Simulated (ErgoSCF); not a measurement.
# One shape, several levels: BH2Br (SMILES [H]B([H])Br)

Wanted: a comparison of 6 runs (HF/STO-3G, HF/6-31G, HF/def2-SVP, CAM-B3LYP/6-31G*, SVWN5/cc-pVDZ, PBE0/def2-SVP) of BH2Br. 

The calculation is run with ErgoSCF 3.8.

### 1 Starting point

BH2Br: 4 atoms, total charge 0, spin state singlet. As SMILES, `[H]B([H])Br`. The coordinates come from a GFN2-xTB relaxation.

Bond lengths: B1–Br4 1.842 Å, B1–H2 1.170 Å, B1–H3 1.170 Å. Angles: H2–B1–Br4 119.1°, H3–B1–Br4 119.1°, H2–B1–H3 121.9°.

### 2 A single-point energy at HF/STO-3G (run 1)

Contents of ergo.in:

```
set_nthreads(1)
molecule_inline
B  0.17204067 0.28519747 -0.00081258
H  2.38073366 0.20611243 0.02885612
H  -0.92621147 2.20294823 -0.03613156
Br -1.62656286 -2.69425812 0.00808803
EOF
basis = "STO-3G"
charge = 0
scf.max_number_of_iterations = 120
spin_polarization = 0
scf.use_diagonalization = 1
tmpdir = "."
scf.output_mulliken_pop = 1
run "HF"
```

The basis set STO-3G is read from a file made from the Basis Set Exchange's data (not shown).

Command:

```bash
ergo ergo.in
```

Log:

```text
[...]
INSC SCF_general constructor, number of basis functions: 25
[...]
INSC Energy   1 =      -2492.53951648733
[...]
INDE E_LUMO =          0.22236890942
[...]
INSC Energy  10 =      -2570.21651174941  ( diff     -0.000000000002274 )
[...]
RESC CONVERGED after  10 iterations.
RESC FINAL ENERGY:      -2570.21651174941
[...]
INSC SCF: dipole_moment_x [atomic units] =       0.14949873
INSC SCF: dipole_moment_y [atomic units] =       0.24779239
INSC SCF: dipole_moment_z [atomic units] =      -0.00070881
[...]
```

Run time: 1.9 s. Hardware: 1 thread of Arm Neoverse V1, shared host; peak memory 0.26 GiB.

### 3 The energy at HF/6-31G (run 2)

Contents of job.ego:

```
set_nthreads("env")
molecule_inline
B      0.17204067     0.28519747    -0.00081258
H      2.38073366     0.20611243     0.02885612
H     -0.92621147     2.20294823    -0.03613156
Br    -1.62656286    -2.69425812     0.00808803
EOF
scf.max_number_of_iterations = 120
scf.output_mulliken_pop = 1
tmpdir = "."
basis = "6-31G"
charge = 0
scf.use_diagonalization = 1
run "HF"
```

The basis set 6-31G is read from a file made from the Basis Set Exchange's data (not shown).

Command:

```bash
ergo job.ego
```

Log:

```text
[...]
INSC SCF_general constructor, number of basis functions: 40
[...]
INSC Energy   1 =      -1815.02449206810
[...]
INDE E_LUMO =          0.07281314341
[...]
INSC Energy  16 =      -2597.88958259038  ( diff     -0.000000000004547 )
[...]
RESC CONVERGED after  16 iterations.
RESC FINAL ENERGY:      -2597.88958259038
[...]
INSC SCF: dipole_moment_x [atomic units] =       0.24552028
INSC SCF: dipole_moment_y [atomic units] =       0.40680229
INSC SCF: dipole_moment_z [atomic units] =      -0.00119402
[...]
```

Wall time 8.1 s (1 thread of Arm Neoverse V1, shared host); peak memory 0.26 GiB.

Runs 3 to 5 aren't shown in full; the table further down has their settings and results.

### 4 The energy at PBE0/def2-SVP (run 6)

Contents of ergo.in:

```
set_nthreads("env")
molecule_inline
B  0.17204067 0.28519747 -0.00081258
H  2.38073366 0.20611243 0.02885612
H  -0.92621147 2.20294823 -0.03613156
Br -1.62656286 -2.69425812 0.00808803
EOF
XC.radint = 1e-11
scf.use_diagonalization = 1
scf.max_number_of_iterations = 120
basis = "def2-SVP"
XC.sparse_mode = 0
XC.angint = 41
scf.output_mulliken_pop = 1
tmpdir = "."
run "PBE0"
```

The basis set def2-SVP is read from a file made from the Basis Set Exchange's data (not shown).

Command:

```bash
ergo ergo.in
```

Log:

```text
[...]
INDF Weighted mixed functional:
[...]
INSC Energy   1 =      -1433.80203726731
[...]
INDE E_LUMO =         -0.06640455941
[...]
INSC Energy  16 =      -2599.54270821432  ( diff     -0.000000000005002 )
[...]
RESC CONVERGED after  16 iterations.
RESC FINAL ENERGY:      -2599.54270821432
[...]
INSC SCF: dipole_moment_x [atomic units] =       0.05267783
INSC SCF: dipole_moment_y [atomic units] =       0.08733889
INSC SCF: dipole_moment_z [atomic units] =      -0.00024514
[...]
```

Run time: 17 s. Hardware: 1 thread of Arm Neoverse V1, shared host; peak memory 0.26 GiB.

### 5 Overview of the runs

```csv
run,level,integration grid,radint,energy (Eh),dipole moment (D),wall time
1,HF/STO-3G,–,–,-2570.216512,0.74,1.9 s
2,HF/6-31G,–,–,-2597.889583,1.21,8.1 s
3,HF/def2-SVP,–,–,-2597.942812,0.72,15 s
4,CAM-B3LYP/6-31G* (spherical functions),Turbo,1e-11,-2600.007509,0.54,16 s
5,SVWN5/cc-pVDZ,Turbo,1e-11,-2596.321515,0.08,50 s
6,PBE0/def2-SVP,Turbo,1e-11,-2599.542708,0.26,17 s
```

### 6 What came out

| quantity | value |
| --- | --- |
| run 6: total energy | -2599.54271 Eh |
| run 6: dipole moment | 0.26 D |

What this shows: The dipole moment (its size) runs from 0.08 D (SVWN5/cc-pVDZ) to 1.21 D (HF/6-31G). The two ends differ in method and basis. Totals of different functionals can't be ranked against each other. In run 1 the basis is minimal, so the values are rough. All runs together took 1.8 min, the longest 50 s.
